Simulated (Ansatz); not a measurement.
# CdS (F-43m): how far a G0W0 gap depends on its settings

How well converged is a G0W0 gap of the published phase of CdS (F-43m)?

Program: Ansatz 0.2.0. G0W0, plane waves. The values are computed, spin-unpolarised, and not measurements.

1 further run of the same task is left out (it didn't finish).

## (1) The system as given

The cell was relaxed beforehand with r2SCAN.

The symmetry is F-43m (No. 216, cubic); conventional cell a = 5.878 Å, 25.39 Å³ an atom. Cd has 4 S at 2.55 Å; S has 4 Cd at 2.55 Å.

As a file:

```cif
data_structure
_symmetry_space_group_name_H-M 'P 1'
_symmetry_Int_Tables_number 1
_cell_length_a 4.1567
_cell_length_b 4.1567
_cell_length_c 4.1567
_cell_angle_alpha 60.000
_cell_angle_beta 60.000
_cell_angle_gamma 60.000
_cell_volume 50.78
loop_
_atom_site_label
_atom_site_type_symbol
_atom_site_fract_x
_atom_site_fract_y
_atom_site_fract_z
_atom_site_occupancy
Cd1 Cd 0.00000 0.00000 0.00000 1
S1 S 0.25000 0.25000 0.25000 1
```

## (2) From LDA, 150 empty bands, 100 eV

input.yaml

```yaml
crystal:
  lattice:
    - [0.0, 2.9392138883, 2.9392138883]
    - [2.9392138883, 0.0, 2.9392138883]
    - [2.9392138883, 2.9392138883, 0.0]
  atoms:
    - { symbol: Cd, position: [0.0, 0.0, 0.0] }
    - { symbol: S, position: [0.25, 0.25, 0.25] }
kpoints:
  mp_grid: { grid: [4, 4, 4] }
hamiltonian:
  xc: lda
scf:
  occupations: { method: fixed }
gw:
  n_empty_bands: 150
  ecut_chi: 100
  qp_bands: [v1, c1]
  qp_kpoints: band_edges
  screening: { model: contour_deformation }
```

On the command line:

```sh
ansatz run input.yaml --threads 4 --pin off --max-ram 3686MiB --backend cpu --events-out ev --progress --plain --runs-dir out
```

## (3) From PBE, 120 empty bands, 150 eV

Edit input.yaml of step 2 so:

```diff
@@ -11,3 +11,3 @@
 hamiltonian:
-  xc: lda
+  xc: pbe
 scf:
@@ -15,4 +15,4 @@
 gw:
-  n_empty_bands: 150
-  ecut_chi: 100
+  n_empty_bands: 120
+  ecut_chi: 150
   qp_bands: [v1, c1]
```

## (4) From LDA, 60 empty bands, 80 eV, q_mesh [1, 1, 1]

Edit input.yaml of step 3 so:

```diff
@@ -11,3 +11,3 @@
 hamiltonian:
-  xc: pbe
+  xc: lda
 scf:
@@ -15,4 +15,4 @@
 gw:
-  n_empty_bands: 120
-  ecut_chi: 150
+  n_empty_bands: 60
+  ecut_chi: 80
   qp_bands: [v1, c1]
@@ -20 +20,2 @@
   screening: { model: contour_deformation }
+  q_mesh: [1, 1, 1]
```

What does the calculation give? Wanted: for each run, start; potentials; frequencies; empty bands; cutoff; Kohn-Sham gap; G0W0 gap.

As calculated:

| start | potentials | frequencies | empty bands | cutoff (eV) | mesh | Kohn-Sham gap (eV) | G0W0 gap (eV) |
| --- | --- | --- | --- | --- | --- | --- | --- |
| LDA | PAW | full | 150 | 100 | 4×4×4 | 0.80 | 1.56 |
| PBE | PAW | full | 120 | 150 | 4×4×4 | 1.08 | 1.74 |

Gaps are those on each run's own mesh. Runs that failed or were set aside have no row.

**Reading.** Over the runs in the table the G0W0 gap on the mesh spans 1.56 to 1.74 eV, and the shift from the starting levels +0.66 to +0.76 eV; where more than one setting differs between two runs, no single one explains their difference. No extrapolation in bands, cutoff or mesh was made for G0W0.
